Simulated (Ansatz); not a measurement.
# B2ClH5InN: basis-set convergence

How large a basis does B2ClH5InN need? Two functionals are run in growing sets.

Program: Ansatz 0.2.0, Gaussian basis. Level of theory: one geometry, several basis sets. These are calculated values, not measurements.

Levels to be run: PBE0-D4/def2-SVP; ωB97M-V/def2-SVP; PBE0-D4/def2-QZVPP; ωB97M-V/def2-QZVPP; the functionals' def2-TZVPP values are taken from earlier runs.

**1. The geometry**

All runs share one geometry, relaxed beforehand with PBE0-D4 in a triple-zeta def2 set. In takes the def2 core potential; no spin-orbit term is included.

10 atoms, charge 0, spin multiplicity 1.

Atoms are counted from 1 here; the program's logs count them from 0.

Bond lengths: B1–In2 2.239 Å, B1–H6 1.196 Å, B1–H7 1.196 Å, In2–Cl3 2.425 Å, In2–B4 2.259 Å, B4–N5 1.378 Å, B4–H8 1.196 Å, N5–H9 1.012 Å, N5–H10 1.009 Å. Angles: In2–B1–H6 121.3°, In2–B1–H7 121.3°, H6–B1–H7 117.4°, B1–In2–Cl3 102.7°, B1–In2–B4 157.2°, Cl3–In2–B4 100.1°, In2–B4–N5 112.8°, In2–B4–H8 127.2°, N5–B4–H8 119.9°, B4–N5–H9 122.2°, B4–N5–H10 123.6°, H9–N5–H10 114.2°.

As a file:

```mol
B2ClH5InN
  3D, bonds by distance, orders not assigned

 10  9  0  0  0  0  0  0  0  0999 V2000
   -0.6093    1.9786    2.0880 B   0  0
   -0.1863    0.4649    0.4940 In  0  0
    2.2354    0.4812    0.3731 Cl  0  0
   -0.6507   -1.0820   -1.0851 B   0  0
    0.4818   -1.5933   -1.6818 N   0  0
   -0.6688    1.6666    3.2410 H   0  0
   -0.7468    3.1367    1.8236 H   0  0
   -1.7307   -1.4690   -1.4240 H   0  0
    1.4118   -1.2904   -1.4212 H   0  0
    0.4634   -2.2933   -2.4076 H   0  0
  1  2  8  0
  2  3  8  0
  2  4  8  0
  4  5  8  0
  1  6  8  0
  1  7  8  0
  4  8  8  0
  5  9  8  0
  5 10  8  0
M  END
```

**2. PBE0-D4 in def2-SVP**

The input, in.yaml:

```yaml
crystal:
  periodic: [false, false, false]
  atoms:
    - {symbol: B, position_ang: [-0.609300, 1.978592, 2.088042]}
    - {symbol: In, position_ang: [-0.186267, 0.464934, 0.493975]}
    - {symbol: Cl, position_ang: [2.235444, 0.481179, 0.373057]}
    - {symbol: B, position_ang: [-0.650675, -1.082033, -1.085059]}
    - {symbol: N, position_ang: [0.481827, -1.593278, -1.681793]}
    - {symbol: H, position_ang: [-0.668773, 1.666582, 3.240974]}
    - {symbol: H, position_ang: [-0.746806, 3.136719, 1.823615]}
    - {symbol: H, position_ang: [-1.730657, -1.468960, -1.423997]}
    - {symbol: H, position_ang: [1.411827, -1.290407, -1.421237]}
    - {symbol: H, position_ang: [0.463392, -2.293328, -2.407576]}
basis:
  gaussian: {orbitals: def2-SVP}
hamiltonian: {xc: pbe0, dispersion: d4}
output: {orbitals: {seedname: orbitals}}
```

Started as:

```
> ansatz run in.yaml --threads 4 --pin off --events-out ev --progress --plain --max-ram 10444MiB
```

After this run come: ωB97M-V in def2-SVP; PBE0-D4 in def2-QZVPP; ωB97M-V in def2-QZVPP.

**Question.** What will the summary of the whole plan be? Wanted: PBE0-D4: double and triple zeta above quadruple; ωB97M-V: double and triple zeta above quadruple.

The runs gave:

```
                                       quantity          value
PBE0-D4: double and triple zeta above quadruple  8.35, 0.58 eV
ωB97M-V: double and triple zeta above quadruple  8.50, 0.56 eV
```

**Reading.** For PBE0-D4 the step from double to triple zeta gains 7.77 eV and the next only 0.58 eV. Total energies overstate the basis error of differences, where much of it tends to cancel.
